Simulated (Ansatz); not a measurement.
# CH3CdFS: a ladder of functionals and wavefunction methods

One table from this session's results is given with a row withheld; the runs are named, their logs left out.

Method: functionals in def2-TZVPP, the program's frozen cores in correlated methods; program: Ansatz 0.2.0, Gaussian basis.

Levels to be run: LDA (SPW92), PBE-D4, revPBE-D4, BLYP-D4, r2SCAN-D4, B97M-V, PBE0-D4, B3LYP-D4, r2SCANh-D4, r2SCAN0-D4, HSE06-D4, BHLYP-D4, CAM-B3LYP-D4, LC-ωPBE, ωB97X-V, ωB97M-V, B2PLYP, PBE-QIDH; CCSD(T)/def2-SVP; CCSD(T)/def2-TZVPP; MP2/def2-QZVPP; extrapolation to the limit; RPA on PBE.

## Structure used throughout

All runs share one geometry, relaxed beforehand with PBE0-D4 in a triple-zeta def2 set. Cd takes the def2 core potential; no spin-orbit term is included.

SMILES `C[S][Cd][F]`, 7 atoms, charge 0, spin multiplicity 1.

Atoms are counted from 1 here; the program's logs count them from 0.

Bond lengths: C1–S2 1.821 Å, C1–H5 1.089 Å, C1–H6 1.091 Å, C1–H7 1.089 Å, S2–Cd3 2.311 Å, Cd3–F4 1.942 Å. Angles: S2–C1–H5 112.0°, S2–C1–H6 105.7°, S2–C1–H7 112.0°, H5–C1–H6 108.4°, H5–C1–H7 110.1°, H6–C1–H7 108.4°, C1–S2–Cd3 102.9°, S2–Cd3–F4 179.0°.

The first run:

Contents of in.yaml:

```yaml
crystal:
  periodic: [false, false, false]
  atoms:
    - {symbol: C, position_ang: [-0.425734, 1.116421, -0.276353]}
    - {symbol: S, position_ang: [1.181700, 0.518159, 0.336875]}
    - {symbol: Cd, position_ang: [0.854273, -1.764094, 0.497339]}
    - {symbol: F, position_ang: [0.610911, -3.685449, 0.644411]}
    - {symbol: H, position_ang: [-1.234023, 0.904261, 0.421610]}
    - {symbol: H, position_ang: [-0.323024, 2.198458, -0.365013]}
    - {symbol: H, position_ang: [-0.664113, 0.712243, -1.258868]}
basis:
  gaussian: {orbitals: def2-TZVPP}
hamiltonian: {xc: lda}
output: {orbitals: {seedname: orbitals}}
```

Command:

```console
ansatz run in.yaml --threads 4 --pin off --events-out ev --progress --plain --max-ram 10444MiB
```

Among the steps run: LDA; PBE-D4 (GGA); revPBE-D4 (GGA); BLYP-D4 (GGA); r2SCAN-D4 (meta-GGA); B97M-V (meta-GGA); B3LYP-D4 (hybrid); r2SCANh-D4 (hybrid); r2SCAN0-D4 (hybrid); HSE06-D4 (hybrid); BHLYP-D4 (hybrid); CAM-B3LYP-D4 (range-separated); LC-ωPBE (range-separated); ωB97X-V (range-separated); ωB97M-V (range-separated); B2PLYP (double hybrid); PBE-QIDH (double hybrid).

One table of the session follows, with a row left open; its other results are not shown here.

It belongs to the step «Orbital energies across the functionals». 

```
  functional  HOMO (eV)  LUMO (eV)  gap (eV)
 LDA (SPW92)      -6.02      -2.82      3.20
      PBE-D4      -5.84      -2.53      3.31
   revPBE-D4      -5.77      -2.41      3.36
     BLYP-D4      -5.71      -2.51      3.20
   r2SCAN-D4      -6.07      -2.29      3.78
      B97M-V      -6.12      -2.42      3.70
     PBE0-D4      -7.02      -1.67      5.36
    B3LYP-D4      -6.82      -1.99      4.82
  r2SCANh-D4      -6.52      -1.98      4.54
  r2SCAN0-D4      -7.18      -1.52      5.66
    HSE06-D4      -6.62      -2.03      4.59
    BHLYP-D4      -8.08      -0.91      7.17
CAM-B3LYP-D4      -8.35      -0.80      7.55
     LC-ωPBE          ?          ?         ?
     ωB97X-V      -9.32       0.30      9.63
     ωB97M-V      -9.18       0.06      9.24
```

Q: Estimate the row for LC-ωPBE from the others.

The run gave: HOMO (eV): -9.66; LUMO (eV): 0.48; gap (eV): 10.15. In the column «HOMO (eV)» it is the lowest.
